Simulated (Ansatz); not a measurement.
# Si₂H₂F₃ radical: up Jacob's ladder to CCSD(T)

An exercise on one series of results from a longer session: the logs are not shown, and one member is left open.

Computed with Ansatz 0.2.0, Gaussian basis. Level: functionals in def2-TZVPP, the program's frozen cores in correlated methods.

The runs, in order: LDA (SPW92), PBE-D4, revPBE-D4, BLYP-D4, r2SCAN-D4, B97M-V, PBE0-D4, B3LYP-D4, r2SCANh-D4, r2SCAN0-D4, HSE06-D4, BHLYP-D4, CAM-B3LYP-D4, LC-ωPBE, ωB97X-V, ωB97M-V, B2PLYP, PBE-QIDH; CCSD(T)/def2-SVP; CCSD(T)/def2-TZVPP; MP2/def2-QZVPP; extrapolation to the limit; RPA on PBE.

**The geometry**

All runs share one geometry, relaxed beforehand with PBE0-D4 in a triple-zeta def2 set.

SMILES `F[Si](F)(F)[SiH2]`, 7 atoms, charge 0, spin multiplicity 2.

Atoms are counted from 1 here; the program's logs count them from 0.

Bond lengths: F1–Si2 1.580 Å, Si2–F3 1.581 Å, Si2–F4 1.580 Å, Si2–Si5 2.311 Å, Si5–H6 1.484 Å, Si5–H7 1.484 Å. Angles: F1–Si2–F3 106.6°, F1–Si2–F4 107.6°, F1–Si2–Si5 110.4°, F3–Si2–F4 106.6°, F3–Si2–Si5 114.8°, F4–Si2–Si5 110.4°, Si2–Si5–H6 113.2°, Si2–Si5–H7 113.2°, H6–Si5–H7 112.2°.

The first run:

in.yaml reads:

```yaml
crystal:
  periodic: [false, false, false]
  atoms:
    - {symbol: F, position_ang: [0.541035, -1.122939, 1.740883]}
    - {symbol: Si, position_ang: [0.348134, -0.838511, 0.198252]}
    - {symbol: F, position_ang: [-0.739725, -1.863547, -0.318421]}
    - {symbol: F, position_ang: [1.700999, -1.209731, -0.529608]}
    - {symbol: Si, position_ang: [-0.171320, 1.385867, -0.152066]}
    - {symbol: H, position_ang: [-1.367449, 1.832552, 0.604286]}
    - {symbol: H, position_ang: [-0.250373, 1.748109, -1.589025]}
basis:
  gaussian: {orbitals: def2-TZVPP}
magnetization: {spin_polarized: true, initial_magnetization: 1}
hamiltonian: {xc: lda}
output: {orbitals: {seedname: orbitals}}
```

Among the steps run: LDA; PBE-D4 (GGA); revPBE-D4 (GGA); BLYP-D4 (GGA); r2SCAN-D4 (meta-GGA); B97M-V (meta-GGA); PBE0-D4 (hybrid); B3LYP-D4 (hybrid); r2SCANh-D4 (hybrid); r2SCAN0-D4 (hybrid); HSE06-D4 (hybrid); BHLYP-D4 (hybrid); CAM-B3LYP-D4 (range-separated); LC-ωPBE-D4 (range-separated; the results give it without D4); ωB97X-V (range-separated); ωB97M-V (range-separated); B2PLYP (double hybrid); PBE-QIDH (double hybrid).

One table of the session follows, with a row left open; its other results are not shown here.

It belongs to the step «Orbital energies across the functionals». 

| functional | HOMO (eV) | LUMO (eV) | gap (eV) |
| --- | --- | --- | --- |
| LDA (SPW92) | -5.89 | -4.71 | 1.18 |
| PBE-D4 | -5.90 | -4.24 | 1.66 |
| revPBE-D4 | -5.87 | -4.07 | 1.79 |
| BLYP-D4 | ? | ? | ? |
| r2SCAN-D4 | -6.27 | -3.80 | 2.47 |
| B97M-V | -6.01 | -4.44 | 1.56 |
| PBE0-D4 | -7.00 | -3.34 | 3.66 |
| B3LYP-D4 | -6.68 | -3.71 | 2.96 |
| r2SCANh-D4 | -6.67 | -3.50 | 3.17 |
| r2SCAN0-D4 | -7.27 | -3.07 | 4.20 |
| HSE06-D4 | -6.60 | -3.72 | 2.88 |
| BHLYP-D4 | -7.85 | -2.55 | 5.30 |
| CAM-B3LYP-D4 | -8.16 | -2.43 | 5.72 |
| LC-ωPBE | -9.62 | -0.99 | 8.62 |
| ωB97X-V | -9.06 | -1.54 | 7.52 |
| ωB97M-V | -8.73 | -1.68 | 7.04 |

Estimate the missing values for BLYP-D4.

Worked estimate for «HOMO (eV)». Against the share of exact exchange, B3LYP-D4 (0.2, -6.68), BHLYP-D4 (0.5, -7.85) give a slope of -3.90 per unit share; at 0 the line stands at -5.90.

**Answer.** HOMO (eV): -5.64; LUMO (eV): -4.24; gap (eV): 1.39. In «HOMO (eV)» the line misses by -0.26.
